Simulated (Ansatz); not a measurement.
# NaGe+ (singlet): the correlation ladder, aug-cc-pVDZ

Aim: climb from Hartree-Fock through coupled cluster for NaGe+ (singlet) at one geometry and basis, and see what each rung misses.

Program: Ansatz 0.2.0, Gaussian basis. Level of theory: aug-cc-pVDZ, core rule «outside noble gas», up to 19 orbitals frozen. These are calculated values, not measurements.

Plan: UHF; CCSD(T) on RHF; CCSD(T) on UHF; BCCD(T) on RHF; CISD; CCSDT(Q) on RHF; CCSDT(Q) on UHF; Full CI.

38 further runs of the same task are left out: 12 for a known fault of the program, 9 that didn't finish, 17 set aside as unsound or not needed.

## 1. What is computed

The geometry is a PBE0/def2-TZVP stationary point (not a proven minimum) of the parent state, kept for this charge and spin. No spin-orbit coupling is included. The filled d shell of Ge may be among the frozen orbitals whatever the setting's name suggests; the logs give the count.

2 atoms, charge 1, spin multiplicity 1.

Atoms are counted from 1 here; the program's logs count them from 0.

Bond lengths: Ge1–Na2 2.818 Å.

## 2. UHF

File in.yaml:

```yaml
crystal:
  periodic: [false, false, false]
  atoms:
    - {symbol: Ge, position_ang: [0.000000, 0.000000, 0.000000]}
    - {symbol: Na, position_ang: [0.000000, 0.000000, 2.818200]}
basis:
  gaussian: {orbitals: aug-cc-pVDZ}
total_charge: 1
magnetization: {spin_polarized: true, initial_magnetization: 0}
hamiltonian: {xc: hf}
output: {orbitals: {seedname: orbitals}}
```

Launch:

```bash
$ ansatz run in.yaml --threads 1 --pin off --events-out ev --progress --plain --max-ram 2393MiB
```

After this run come: CCSD(T) on RHF; CCSD(T) on UHF; BCCD(T) on RHF; CISD; CCSDT(Q) on RHF; CCSDT(Q) on UHF; Full CI.

Before running them: what should the planned runs give, taken together? Wanted: FCI below the RHF energy; RMP2 from FCI; RCCSD from FCI; RCCSD(T) from FCI; RCCSDT(Q) from FCI; T1 diagnostic; effectively unpaired electrons.

The runs gave:

| quantity | value |
| --- | --- |
| FCI below the RHF energy | -2.0973 eV |
| RMP2 from FCI | +696.2 meV |
| RCCSD from FCI | +65.0 meV |
| RCCSD(T) from FCI | +23.7 meV |
| RCCSDT(Q) from FCI | +4.8 meV |
| levels within 1 kcal/mol (43 meV) | RCCSD(T), BCCD(T), RCCSDT, RCCSDT(Q) |
| T1 diagnostic | 0.010 |
| effectively unpaired electrons | 0.29 |

**Reading.** RCCSD(T) lands +23.7 meV from the yardstick (1.1 % of the correlation energy). The occupations show some static correlation. These misses are within one basis, not against nature.
